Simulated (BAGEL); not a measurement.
**HF/3-21G (density fitting with qzvpp-jkfit) run of SiBr2 (SMILES Br[Si]Br)**

Aim: the vertical singlet–triplet gap of SiBr2 at HF/3-21G (density fitting with qzvpp-jkfit), from 2 runs. 

The calculation is run with BAGEL 1.2.2.

13 further runs of the same task are left out: 13 set aside as unsound or not needed.

### 1 The structure to begin with

SiBr2: 3 atoms, total charge 0, spin state singlet. As SMILES, `Br[Si]Br`. Geometry: relaxed at GFN2-xTB.

Bond lengths: Si1–Br2 2.259 Å, Si1–Br3 2.260 Å. Angles: Br2–Si1–Br3 100.2°.

### 2 The energy at HF/3-21G (density fitting with qzvpp-jkfit)

Contents of input.json:

```json
{ "bagel" : [

{
  "title" : "molecule",
  "basis" : "3-21g",
  "df_basis" : "qzvpp-jkfit",
  "angstrom" : true,
  "geometry" : [
    { "atom" : "Si", "xyz" : [    0.005490,   -0.007080,   -0.966190 ] },
    { "atom" : "Br", "xyz" : [    1.730570,   -0.019010,    0.492120 ] },
    { "atom" : "Br", "xyz" : [   -1.736060,    0.026090,    0.474080 ] }
  ]
},
{ "title" : "hf" },
{ "title" : "print", "file" : "orbitals.molden", "orbitals" : true }

]}
```

Launch:

```
BAGEL_NUM_THREADS=1 BAGEL input.json > input.out
```

What it wrote:

```text
* using 1 threads per process

  ===============================================================
  ===============================================================

  *** Geometry ***

  { "atom" : "Si", "xyz" : [      0.010375,     -0.013379,     -1.825834 ] },
  { "atom" : "Br", "xyz" : [      3.270303,     -0.035924,      0.929972 ] },
  { "atom" : "Br", "xyz" : [     -3.280678,      0.049303,      0.895881 ] },

  Number of auxiliary basis functions:      660

  Since a DF basis is specified, we compute 2- and 3-index integrals:
    o Being stored without compression. Storage requirement is 0.017 GB

  Number of basis functions:       57
  Number of electrons      :       84

    * METHOD: MOLECULE                             0.35

  *** RHF ***

  === Nuclear Repulsion ===
   416.4878840710

      * DIIS with orbital gradients will be used.

  === RHF iteration (3-21g) ===
      0      -5407.47079165          0.00843622           0.11
      1      -5407.52354828          0.00382731           0.10
      2      -5407.53356176          0.00040003           0.10
      3      -5407.53395682          0.00011613           0.10
      4      -5407.53398769          0.00002967           0.10
      5      -5407.53398911          0.00000636           0.10
      6      -5407.53398917          0.00000119           0.10
      7      -5407.53398917          0.00000012           0.10
      8      -5407.53398917          0.00000004           0.10
      9      -5407.53398917          0.00000001           0.10
     10      -5407.53398917          0.00000000           0.10
    * SCF iteration converged.

    * Permanent dipole moment:
           (   -0.006786,     0.005775,     0.784018) a.u.

    * METHOD: HF                                   1.32

    * METHOD: PRINT                                0.01

  ===============================================================
```

Wall time 1.9 s (1 thread of Intel Xeon Platinum 8488C (Sapphire Rapids), shared host); peak memory 0.13 GiB.

### 3 The triplet at the same level

Contents of hf.json:

```json
{ "bagel": [

{
  "title": "molecule",
  "basis": "3-21g",
  "df_basis": "qzvpp-jkfit",
  "angstrom": true,
  "geometry": [
    { "atom": "Si", "xyz": [    0.005490,   -0.007080,   -0.966190 ] },
    { "atom": "Br", "xyz": [    1.730570,   -0.019010,    0.492120 ] },
    { "atom": "Br", "xyz": [   -1.736060,    0.026090,    0.474080 ] }
  ]
},
{
  "title": "uhf",
  "charge": 0,
  "nopen": 2
},
{
  "title": "print",
  "file": "orbitals.molden",
  "orbitals": true
}

]}
```

Launch:

```
BAGEL_NUM_THREADS=1 BAGEL hf.json > hf.out
```

What it wrote:

```text
* using 1 threads per process

  ===============================================================
  ===============================================================

  *** Geometry ***

  { "atom" : "Si", "xyz" : [      0.010375,     -0.013379,     -1.825834 ] },
  { "atom" : "Br", "xyz" : [      3.270303,     -0.035924,      0.929972 ] },
  { "atom" : "Br", "xyz" : [     -3.280678,      0.049303,      0.895881 ] },

  Number of auxiliary basis functions:      660

  Since a DF basis is specified, we compute 2- and 3-index integrals:
    o Being stored without compression. Storage requirement is 0.017 GB

  Number of basis functions:       57
  Number of electrons      :       84

    * METHOD: MOLECULE                             0.34

  *** Open-shell HF ***

  === Nuclear Repulsion ===
   416.4878840710

      * DIIS with orbital gradients will be used.

  === UHF iteration (3-21g) ===
      0      -5407.41835055          0.01387871           0.22
      1      -5407.47143585          0.00599256           0.22
      2      -5407.47959652          0.00228802           0.23
      3      -5407.48111795          0.00075065           0.21
      4      -5407.48171792          0.00019712           0.21
      5      -5407.48180484          0.00007572           0.22
      6      -5407.48182798          0.00002070           0.24
      7      -5407.48183120          0.00000691           0.21
      8      -5407.48183168          0.00000186           0.21
      9      -5407.48183171          0.00000067           0.21
     10      -5407.48183172          0.00000013           0.21
     11      -5407.48183172          0.00000008           0.22
     12      -5407.48183172          0.00000005           0.21
     13      -5407.48183172          0.00000001           0.22
    * SCF iteration converged.

    * S^2 (UHF) is 2.0066

    * Permanent dipole moment:
           (   -0.007419,     0.007981,     1.086944) a.u.

    * METHOD: UHF                                  3.24

    * METHOD: PRINT                                0.01

  ===============================================================
```

It took 3.9 s on 1 thread of Intel Xeon Platinum 8488C (Sapphire Rapids), shared host; peak memory 0.13 GiB.

### 4 What came out

Level: HF/3-21G (density fitting with qzvpp-jkfit).

| quantity | value |
| --- | --- |
| singlet: total energy | -5407.53399 Eh |
| singlet: dipole moment | 1.99 D |
| singlet: HOMO energy | -9.90 eV |
| singlet: LUMO energy | -0.50 eV |
| singlet: HOMO–LUMO gap | 9.40 eV |
| triplet: total energy | -5407.48183 Eh |
| triplet: dipole moment | 2.76 D |
| triplet: ⟨S²⟩ | 2.007 |
| vertical energy of the triplet above the singlet | 1.419 eV |

**Reading.** At this shape the triplet lies 1.42 eV (33 kcal/mol) above the singlet.
